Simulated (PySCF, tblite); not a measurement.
# C6H11FS2Si: geometry, infrared bands and NMR shifts

Wanted: the infrared bands and NMR shifts of C6H11FS2Si (`CSCS[SiH2]C1=CC[C@H]1F`), by calculation.

Programs: tblite 0.8.0 and PySCF 2.14.0, with density-fitted response routines of our own. Each step states its level of theory. These are calculated values for one molecule in the gas phase, unless marked as measured. Atoms count from 0, in the outputs and in this text.

## 1. The starting structure

21 atoms, charge 0, multiplicity 1; geometry from: force field or distance geometry start.

Bonds of the start (Å): C0–S1 1.81, S1–C2 1.80, C2–S3 1.82, S3–Si4 2.14, Si4–C5 1.87, C5–C6 1.34, C6–C7 1.51, C7–C8 1.54, C8–F9 1.36, C8–C5 1.51, C0–H10 1.08, C0–H11 1.09, C0–H12 1.10, C2–H13 1.09, C2–H14 1.11, Si4–H15 1.48, Si4–H16 1.49, C6–H17 1.09, C7–H18 1.10, C7–H19 1.10, C8–H20 1.11.

## 2. Geometry optimisation with GFN2-xTB

The job: settings as JSON, then the geometry in Å.

```
{"job": {"kind": "relax", "xc": "GFN2-xTB", "basis": "xTB"}, "charge": 0, "multiplicity": 1}
C      4.449100     0.204000    -0.111300
S      3.301900    -0.950400     0.680300
C      1.740400    -0.117100     0.362800
S      1.253400    -0.250000    -1.385700
Si    -0.628600     0.762700    -1.409100
C     -1.842400    -0.182700    -0.345300
C     -2.018000    -1.470600    -0.006100
C     -3.184000    -1.167400     0.906900
C     -3.025300     0.300100     0.462800
F     -2.811400     1.186100     1.468700
H      5.465800    -0.110000     0.086000
H      4.287800     0.215600    -1.191000
H      4.300900     1.215000     0.303600
H      0.978000    -0.591400     0.985600
H      1.806800     0.944500     0.662300
H     -1.118200     0.835600    -2.802200
H     -0.415500     2.135700    -0.884200
H     -1.503800    -2.406400    -0.242900
H     -3.025000    -1.340200     1.978000
H     -4.141900    -1.625100     0.630100
H     -3.879100     0.646500    -0.150000
```

Command:

```
> OMP_NUM_THREADS=1 python probes_run.py task.json out
```

The driver reads the jobs from task.json and runs them one after another.

**Question.** This job is followed by: GFN2-xTB harmonic vibrations, gas phase; GIAO PBE0/pcSseg-1 NMR shielding, non-relativistic, gas phase. What will the session give for the following? strongest single infrared mode (GFN2-xTB); zero-point energy (GFN2-xTB); 13C shifts against TMS (PBE0/pcSseg-1); 1H shifts against TMS (PBE0/pcSseg-1, means over atoms taken as alike); 33S shifts against CS2 (PBE0/pcSseg-1); 29Si shifts against TMS (PBE0/pcSseg-1); 19F shifts against CFCl3 (PBE0/pcSseg-1).

**Answer**, as computed:

| quantity | value |
| --- | --- |
| strongest single infrared mode (GFN2-xTB) | 712 cm⁻¹, 287 km/mol |
| zero-point energy (GFN2-xTB) | 94.9 kcal/mol |
| 13C shifts against TMS (PBE0/pcSseg-1) | 170.6, 153.7, 91.1, 48.2, 43.6, 18.8 ppm |
| 1H shifts against TMS (PBE0/pcSseg-1, means over atoms taken as alike) | 8.01, 5.37, 5.10, 4.96, 3.92, 3.61, 2.97, 2.89, 2.34 ppm |
| 33S shifts against CS2 (PBE0/pcSseg-1) | 21, -113 ppm |
| 29Si shifts against TMS (PBE0/pcSseg-1) | -37.0 ppm |
| 19F shifts against CFCl3 (PBE0/pcSseg-1) | -194.6 ppm |

**Reading.** Over 267 steps the energy fell by 0.248 eV; of the close pairs, Si4–H16 changed most, 1.485 to 1.460 Å. No mode is imaginary among the 57: a minimum at this level. The strongest single mode, at 712 cm⁻¹, moves mainly H15 and H16. Unscaled tight-binding wavenumbers are off by several per cent, some by more. Its intensities can rank the bands wrongly. At PBE0/pcSseg-1: Shielding is most anisotropic at S3 (span 430 ppm, paramagnetic term -442 ppm).
